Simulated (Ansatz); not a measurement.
Crystal: Ta3AsAu2O13.

```xyz
19
Lattice="5.7238 -0.0075 -0.0040 1.3028 6.2550 0.0056 0.2757 1.3007 8.3675" Properties=species:S:1:pos:R:3 pbc="T T T"
Ta    1.8016    2.6675    4.8901
Ta    0.6106    1.9943    8.3559
Ta    4.2828    4.5395    4.2252
As    4.7578    6.6860    6.9518
Au    3.4916    0.8150    1.5556
Au    1.4492    5.7148    3.7432
O     4.8936    5.2811    5.9496
O     3.3221    1.7411    5.8246
O     6.2809    6.7422    7.6940
O     3.3672    6.6706    7.9235
O     4.5687    1.8638    0.2577
O     1.7240    1.5064    0.9269
O     0.9962    1.2256    4.1088
O     3.3758    2.9946    3.6400
O     0.9058    2.6910    6.5776
O     6.1615    3.9169    3.8186
O     4.0664    5.7780    2.9290
O     2.4385    4.7506    5.2300
O     6.5613    6.2408    1.8957
```

The cell was built by a generator and needn't be a form met in nature.

| Quantity | Value |
| --- | --- |
| Program | Ansatz 0.2.0 |
| Task | relaxation of cell and atoms |
| Functional | PBEsol |
| Potentials or basis | Ansatz PAW |
| Cutoff | 420 eV (not typed: the program's choice for these potentials) |
| k mesh | 4 × 3 × 3 |
| Occupations | fermi-dirac, width 0.05 eV |
| Spin | no spin polarisation |

At the start: volume 15.77 Å³/atom.

Task: Where does the relaxation end?

Result: It ends after 15 steps and the volume is 15.12 Å³/atom (-4.1 %); space group P1 (No. 1, to 0.05 Å).

The path:
```csv
step,energy change (eV),largest force (eV/Å),volume (Å³)
1,0.0000,0.4497,299.62
2,-0.1665,0.2587,286.72
3,-0.1722,0.1070,288.79
4,-0.1737,0.0430,288.79
5,-0.1748,0.0151,288.59
6,-0.1751,0.0167,288.53
7,-0.1751,0.0058,288.54
8,-0.1426,0.0057,288.54
9,-0.1487,0.0339,287.06
10,-0.1477,0.0274,287.38
11,-0.1473,0.0073,287.50
12,-0.1436,0.0073,287.50
13,-0.1444,0.0122,287.31
14,-0.1445,0.0061,287.28
15,-0.1437,0.0061,287.28
```

Final structure:
```
CELL_PARAMETERS angstrom
5.65125 0.01484 0.00951
1.31052 6.17474 -0.02316
0.29694 1.24162 8.23278
ATOMIC_POSITIONS crystal
Ta 0.21788 0.30470 0.58316
Ta 0.03121 0.11372 0.00080
Ta 0.58312 0.61932 0.50288
As 0.58986 0.89781 0.83073
Au 0.57682 0.09366 0.18800
Au 0.04415 0.81838 0.44644
O 0.66438 0.69401 0.71093
O 0.52014 0.13439 0.69491
O 0.85543 0.88779 0.91939
O 0.34479 0.87363 0.94795
O 0.72369 0.29644 0.03327
O 0.24300 0.22232 0.11542
O 0.12879 0.08960 0.49143
O 0.48309 0.38463 0.43110
O 0.05867 0.26998 0.78682
O 0.93644 0.53013 0.45196
O 0.49796 0.85064 0.34728
O 0.25149 0.62887 0.62510
O 0.91761 0.95287 0.22743
```

Caveat: the plane-wave basis is chosen anew once the cell has moved, so the energies of steps on either side of that aren't comparable; the pressure holds a Pulay correction of +0.6 GPa for the finite cutoff; the PAW data sets come from PBE, with cores solved anew for the run's functional, which leaves a small shift of forces and pressure.
